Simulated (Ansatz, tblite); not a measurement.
# The cluster Si₄O₄: a ladder of methods and basis sets

Aim: run the singlet of the cluster Si₄O₄ at one geometry on many levels, and compare frontier levels, spin and run time.

Computed with Ansatz 0.2.0, Gaussian basis. Level: as each input shows.

The runs, in order: GFN1-xTB, GFN2-xTB, PBE-D4/def2-TZVP, r2SCAN-D4/def2-TZVP, CAM-B3LYP-D4/def2-TZVP, BLYP-D4/def2-TZVP, B97M-V/def2-TZVP, PBE-D4/def2-SVP, PBE0-D4/def2-SVP, HF/STO-3G, PBE0-D4/def2-TZVPD, PBE-D4/def2-TZVPD, CAM-B3LYP-D4/def2-TZVPD, CCSD(T)/def2-SVP, MP2/def2-TZVP, RPA/def2-TZVP.

3 further runs of the same task are left out: 1 that didn't finish, 2 set aside as unsound or not needed.

### 1 The geometry

The singlet was relaxed beforehand with B3LYP-D4/def2-SVP. At that level it is the lowest of the isomers that a small search found.

8 atoms, charge 0, spin multiplicity 1.

Bond lengths: Si1–O5 1.682 Å, Si1–O7 1.682 Å, Si2–O6 1.682 Å, Si2–O8 1.682 Å, Si3–O6 1.682 Å, Si3–O7 1.682 Å, Si4–O5 1.682 Å, Si4–O8 1.682 Å. Angles: O5–Si1–O7 101.7°, O6–Si2–O8 101.7°, O6–Si3–O7 101.7°, O5–Si4–O8 101.7°, Si1–O5–Si4 158.2°, Si2–O6–Si3 158.2°, Si1–O7–Si3 157.9°, Si2–O8–Si4 157.9°.

PBE0-D4/def2-TZVP was run before; its log isn't repeated, and its numbers join the tables.

### 2 GFN1-xTB

Tight binding, by tblite at 300 K electronic temperature and without a spin-polarisation term:

```python
tblite.interface.Calculator('GFN1-xTB', numbers, positions, charge=0, uhf=0).singlepoint()
```

Energy -724.1845 eV, HOMO -8.35 eV, LUMO -5.04 eV; 0.007 s.

### 3 GFN2-xTB

Tight binding, by tblite at 300 K electronic temperature and without a spin-polarisation term:

```python
tblite.interface.Calculator('GFN2-xTB', numbers, positions, charge=0, uhf=0).singlepoint()
```

Energy -637.8826 eV, HOMO -8.58 eV, LUMO -6.14 eV; 0.007 s.

### 4 PBE-D4/def2-TZVP

start.molden holds the orbitals of an earlier run on this state, given as this run's starting guess.

File in.yaml:

```yaml
crystal:
  periodic: [false, false, false]
  atoms:
    - {symbol: Si, position_ang: [1.748181, 0.424308, 1.347486]}
    - {symbol: Si, position_ang: [-1.362922, -1.547893, -0.893675]}
    - {symbol: Si, position_ang: [1.150308, 0.346485, -1.899782]}
    - {symbol: Si, position_ang: [-1.535530, 0.776954, 1.445845]}
    - {symbol: O, position_ang: [0.128512, 0.725708, 1.688487]}
    - {symbol: O, position_ang: [-0.128301, -0.726287, -1.688160]}
    - {symbol: O, position_ang: [1.755191, 0.467457, -0.334444]}
    - {symbol: O, position_ang: [-1.755430, -0.466733, 0.334243]}
basis:
  gaussian: {orbitals: def2-TZVP, initial_orbitals: start.molden}
hamiltonian: {xc: pbe, dispersion: d4}
scf: {omitted_lower_state_checks: [starts]}
output: {orbitals: {seedname: orbitals}}
```

The run is started by

```
$ ansatz run in.yaml --threads 4 --pin off --events-out ev --progress --plain --max-ram 4787MiB
```

The runs that follow: r2SCAN-D4/def2-TZVP; CAM-B3LYP-D4/def2-TZVP; BLYP-D4/def2-TZVP; B97M-V/def2-TZVP; PBE-D4/def2-SVP; PBE0-D4/def2-SVP; HF/STO-3G; PBE0-D4/def2-TZVPD; PBE-D4/def2-TZVPD; CAM-B3LYP-D4/def2-TZVPD; CCSD(T)/def2-SVP; MP2/def2-TZVP; RPA/def2-TZVP.

Before running them: what should the planned runs give, taken together? Wanted: gap in def2-TZVP, named functionals, smallest and largest; correlation energy, CCSD(T)/def2-SVP; correlation energy, MP2/def2-TZVP; binding an atom, CCSD(T)/def2-SVP; PBE0 total energy, smallest basis above largest.

The runs gave:

| quantity | value |
| --- | --- |
| gap in def2-TZVP, named functionals, smallest and largest | 2.48 eV (PBE-D4), 6.72 eV (CAM-B3LYP-D4) |
| correlation energy, CCSD(T)/def2-SVP | -29.66 eV |
| correlation energy, MP2/def2-TZVP | -35.20 eV |
| binding an atom, CCSD(T)/def2-SVP | 4.447 eV |
| PBE0 total energy, smallest basis above largest | 21.63 eV (def2-SVP, def2-TZVPD) |

In words: Over the named functionals in def2-TZVP the gap runs from 2.48 eV (PBE-D4) to 6.72 eV (CAM-B3LYP-D4); exact exchange widens it. A small miss in a minimal or small basis is a cancelling of errors, not accuracy. The functionals in def2-TZVP miss CCSD(T)/def2-SVP by +0.436 (PBE0-D4) to +0.650 eV (PBE-D4) an atom. The yardstick is in a double-zeta basis, so levels in larger sets aren't compared like for like. The reference is CCSD(T) in one finite basis, so it carries an error of its own, often a tenth of an eV or more, and near misses can't be ranked.
